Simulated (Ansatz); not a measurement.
# CH₇ClSSi₂: up Jacob's ladder to CCSD(T)

An exercise on one series of results from a longer session: the logs are not shown, and one member is left open.

Method: functionals in def2-TZVPP, the program's frozen cores in correlated methods; program: Ansatz 0.2.0, Gaussian basis.

The runs, in order: LDA (SPW92), PBE-D4, revPBE-D4, BLYP-D4, r2SCAN-D4, B97M-V, PBE0-D4, B3LYP-D4, r2SCANh-D4, r2SCAN0-D4, HSE06-D4, BHLYP-D4, CAM-B3LYP-D4, LC-ωPBE, ωB97X-V, ωB97M-V, B2PLYP, PBE-QIDH; CCSD(T)/def2-SVP; CCSD(T)/def2-TZVPP; MP2/def2-QZVPP; extrapolation to the limit; RPA on PBE.

### Structure used throughout

An earlier PBE0-D4 in a triple-zeta def2 set relaxation fixed the geometry.

12 atoms, charge 0, spin multiplicity 1.

Atoms are counted from 1 here; the program's logs count them from 0.

Bond lengths: C1–Si2 1.861 Å, C1–H6 1.092 Å, C1–H7 1.093 Å, C1–H8 1.092 Å, Si2–S3 2.154 Å, Si2–H9 1.486 Å, Si2–H10 1.485 Å, S3–Si4 2.115 Å, Si4–Cl5 2.055 Å, Si4–H11 1.478 Å, Si4–H12 1.481 Å. Angles: Si2–C1–H6 110.8°, Si2–C1–H7 110.0°, Si2–C1–H8 110.8°, H6–C1–H7 108.3°, H6–C1–H8 108.5°, H7–C1–H8 108.4°, C1–Si2–S3 107.0°, C1–Si2–H9 111.5°, C1–Si2–H10 111.6°, S3–Si2–H9 108.8°, S3–Si2–H10 109.3°, H9–Si2–H10 108.5°, Si2–S3–Si4 98.6°, S3–Si4–Cl5 112.5°, S3–Si4–H11 107.2°, S3–Si4–H12 110.8°, Cl5–Si4–H11 107.8°, Cl5–Si4–H12 106.6° and more.

Set-up of the first run:

in.yaml reads:

```yaml
crystal:
  periodic: [false, false, false]
  atoms:
    - {symbol: C, position_ang: [0.888664, 2.154339, 0.637017]}
    - {symbol: Si, position_ang: [-0.141882, 0.761207, -0.042391]}
    - {symbol: S, position_ang: [1.015701, -1.042603, 0.171529]}
    - {symbol: Si, position_ang: [-0.416578, -2.424814, -0.543970]}
    - {symbol: Cl, position_ang: [-1.881039, -2.829403, 0.840270]}
    - {symbol: H, position_ang: [1.830035, 2.242130, 0.090844]}
    - {symbol: H, position_ang: [0.347120, 3.099064, 0.543329]}
    - {symbol: H, position_ang: [1.114213, 1.989934, 1.692473]}
    - {symbol: H, position_ang: [-0.452482, 0.964176, -1.481723]}
    - {symbol: H, position_ang: [-1.420723, 0.613964, 0.698695]}
    - {symbol: H, position_ang: [0.297484, -3.687566, -0.827972]}
    - {symbol: H, position_ang: [-1.103412, -1.895529, -1.744201]}
basis:
  gaussian: {orbitals: def2-TZVPP}
hamiltonian: {xc: lda}
output: {orbitals: {seedname: orbitals}}
```

Run with:

```
$ ansatz run in.yaml --threads 4 --pin off --events-out ev --progress --plain --max-ram 10444MiB
```

Among the steps run: LDA; PBE-D4 (GGA); revPBE-D4 (GGA); BLYP-D4 (GGA); r2SCAN-D4 (meta-GGA); B97M-V (meta-GGA); B3LYP-D4 (hybrid); r2SCANh-D4 (hybrid); r2SCAN0-D4 (hybrid); HSE06-D4 (hybrid); BHLYP-D4 (hybrid); CAM-B3LYP-D4 (range-separated); LC-ωPBE (range-separated); ωB97X-V (range-separated); ωB97M-V (range-separated); B2PLYP (double hybrid); PBE-QIDH (double hybrid).

One of the session's tables, all rows but one given; the rest of the session is left out.

It belongs to the step «Frontier levels by functional». 

```
  functional  HOMO (eV)  gap (eV)
 LDA (SPW92)      -6.58      5.41
      PBE-D4      -6.48      5.58
   revPBE-D4      -6.44      5.66
     BLYP-D4      -6.31      5.59
   r2SCAN-D4      -6.78      6.20
      B97M-V      -6.91      6.22
     PBE0-D4      -7.68      7.63
    B3LYP-D4      -7.43      7.21
  r2SCANh-D4          ?         ?
  r2SCAN0-D4      -7.87      8.01
    HSE06-D4      -7.28      6.86
    BHLYP-D4      -8.73      9.59
CAM-B3LYP-D4      -8.96      9.95
     LC-ωPBE     -10.36     12.45
     ωB97X-V     -10.01     11.98
     ωB97M-V      -9.84     11.52
```

**Question.** Estimate the row for r2SCANh-D4.

Worked estimate for «HOMO (eV)». Against the share of exact exchange, r2SCAN-D4 (0, -6.78), r2SCAN0-D4 (0.25, -7.87) give a slope of -4.36 per unit share; at 0.1 the line stands at -7.22.

The run gave: HOMO (eV): -7.21; gap (eV): 6.93. In «HOMO (eV)» the line misses by -0.01.
